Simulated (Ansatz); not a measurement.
# CH6InP: one species, many methods

How much do the methods differ for CH6InP? The plan is to run it at one geometry with functionals of several rungs and with coupled cluster, and see how far each lands from CCSD(T) at the basis-set limit for the atomisation energy.

The runs use Ansatz 0.2.0, Gaussian basis; functionals in def2-TZVPP, the program's frozen cores in correlated methods.

Plan: LDA (SPW92), PBE-D4, revPBE-D4, BLYP-D4, r2SCAN-D4, B97M-V, PBE0-D4, B3LYP-D4, r2SCANh-D4, r2SCAN0-D4, HSE06-D4, BHLYP-D4, CAM-B3LYP-D4, LC-ωPBE, ωB97X-V, ωB97M-V, B2PLYP, PBE-QIDH; CCSD(T)/def2-SVP; CCSD(T)/def2-TZVPP; MP2/def2-QZVPP; extrapolation to the limit; RPA on PBE.

1 further run of the same task is left out (for a known fault of the program).

## 1. The geometry

An earlier PBE0-D4 in a triple-zeta def2 set relaxation fixed the geometry. In takes the def2 core potential; no spin-orbit term is included.

SMILES `[CH3][InH][PH2]`, 9 atoms, charge 0, spin multiplicity 1.

Atoms are counted from 1 here; the program's logs count them from 0.

Bond lengths: C1–In2 2.153 Å, C1–H4 1.091 Å, C1–H5 1.090 Å, C1–H6 1.093 Å, In2–P3 2.500 Å, In2–H7 1.730 Å, P3–H8 1.420 Å, P3–H9 1.421 Å. Angles: In2–C1–H4 110.4°, In2–C1–H5 111.3°, In2–C1–H6 109.1°, H4–C1–H5 109.4°, H4–C1–H6 107.9°, H5–C1–H6 108.6°, C1–In2–P3 119.4°, C1–In2–H7 122.5°, P3–In2–H7 118.0°, In2–P3–H8 94.1°, In2–P3–H9 94.0°, H8–P3–H9 94.3°.

As a file:

```xyz
9

C    -0.9344    1.0898   -0.9286
In    0.6956   -0.2144   -0.4006
P     0.3633   -1.9328    1.3848
H    -1.0429    1.1440   -2.0130
H    -1.8710    0.7500   -0.4872
H    -0.7207    2.0966   -0.5617
H     2.2137   -0.1880   -1.2305
H     1.6284   -1.7001    1.9874
H    -0.3319   -1.0450    2.2495
```

## 2. LDA

This LDA is Slater exchange with PW92 correlation.

in.yaml

```yaml
crystal:
  periodic: [false, false, false]
  atoms:
    - {symbol: C, position_ang: [-0.934397, 1.089757, -0.928583]}
    - {symbol: In, position_ang: [0.695574, -0.214400, -0.400640]}
    - {symbol: P, position_ang: [0.363326, -1.932828, 1.384762]}
    - {symbol: H, position_ang: [-1.042910, 1.144030, -2.013048]}
    - {symbol: H, position_ang: [-1.871042, 0.749957, -0.487205]}
    - {symbol: H, position_ang: [-0.720747, 2.096571, -0.561684]}
    - {symbol: H, position_ang: [2.213668, -0.187989, -1.230490]}
    - {symbol: H, position_ang: [1.628400, -1.700057, 1.987397]}
    - {symbol: H, position_ang: [-0.331870, -1.045041, 2.249492]}
basis:
  gaussian: {orbitals: def2-TZVPP}
hamiltonian: {xc: lda}
output: {orbitals: {seedname: orbitals}}
```

On the command line:

```console
> ansatz run in.yaml --threads 2 --pin off --events-out ev --progress --plain --max-ram 4352MiB
```

The runs that follow: PBE-D4 (GGA); revPBE-D4 (GGA); BLYP-D4 (GGA); r2SCAN-D4 (meta-GGA); B97M-V (meta-GGA); PBE0-D4 (hybrid); B3LYP-D4 (hybrid); r2SCANh-D4 (hybrid); r2SCAN0-D4 (hybrid); HSE06-D4 (hybrid); BHLYP-D4 (hybrid); CAM-B3LYP-D4 (range-separated); LC-ωPBE (range-separated); ωB97X-V (range-separated); ωB97M-V (range-separated); B2PLYP (double hybrid); PBE-QIDH (double hybrid); CCSD(T) in def2-SVP; CCSD(T) in def2-TZVPP; MP2 in def2-QZVPP; RPA on PBE orbitals.

Before running them: what should the planned runs give, taken together? Wanted: atomisation energy, CCSD(T)/CBS; farthest beyond LDA; mean size of error, GGA; mean size of error, meta-GGA; mean size of error, hybrid; mean size of error, range-separated; mean size of error, double hybrid; gap, smallest and largest; T1 diagnostic.

As calculated:

| quantity | value |
| --- | --- |
| atomisation energy, CCSD(T)/CBS | 26.858 eV |
| functionals within 0.269 eV (1.0 %) | PBE-D4, r2SCAN-D4, B97M-V, PBE0-D4, B3LYP-D4, r2SCANh-D4, HSE06-D4, CAM-B3LYP-D4, LC-ωPBE, ωB97X-V, ωB97M-V |
| farthest beyond LDA | revPBE-D4 (-0.534 eV) |
| mean size of error, GGA | 0.293 eV |
| mean size of error, meta-GGA | 0.144 eV |
| mean size of error, hybrid | 0.233 eV |
| mean size of error, range-separated | 0.173 eV |
| mean size of error, double hybrid | 0.418 eV |
| gap, smallest and largest | 3.49 eV (BLYP-D4), 9.71 eV (LC-ωPBE) |
| T1 diagnostic | 0.0135 |
| triples share of the correlation energy | 3.5 % |

**Reading.** LDA overbinds by 3.415 eV (13 %). PBE-D4 misses by +0.011 eV. Double hybrids carry the basis error of their MP2 part in triple zeta, and no dispersion term here, so their miss is partly the set-up's. The rungs meta-GGA, range-separated, hybrid miss on average by less than the doubt on the reference (0.269 eV), so they tie. The reference freezes the cores and leaves out spin-orbit coupling and excitations past (T), and its outer-core shells are covered unevenly, so misses under about 0.269 eV can't be ranked. All levels share the lack of spin-orbit coupling, which lowers the free heavy atoms and so the true binding. Hartree-Fock recovers 72 % of the binding; the rest is correlation. CCSD(T) in def2-SVP is off by -1.885 eV, which most functionals beat. Orbital gaps span 3.5 to 9.7 eV; exact exchange widens them. Correlated methods include outer-core shells of In, which these sets cover unevenly.
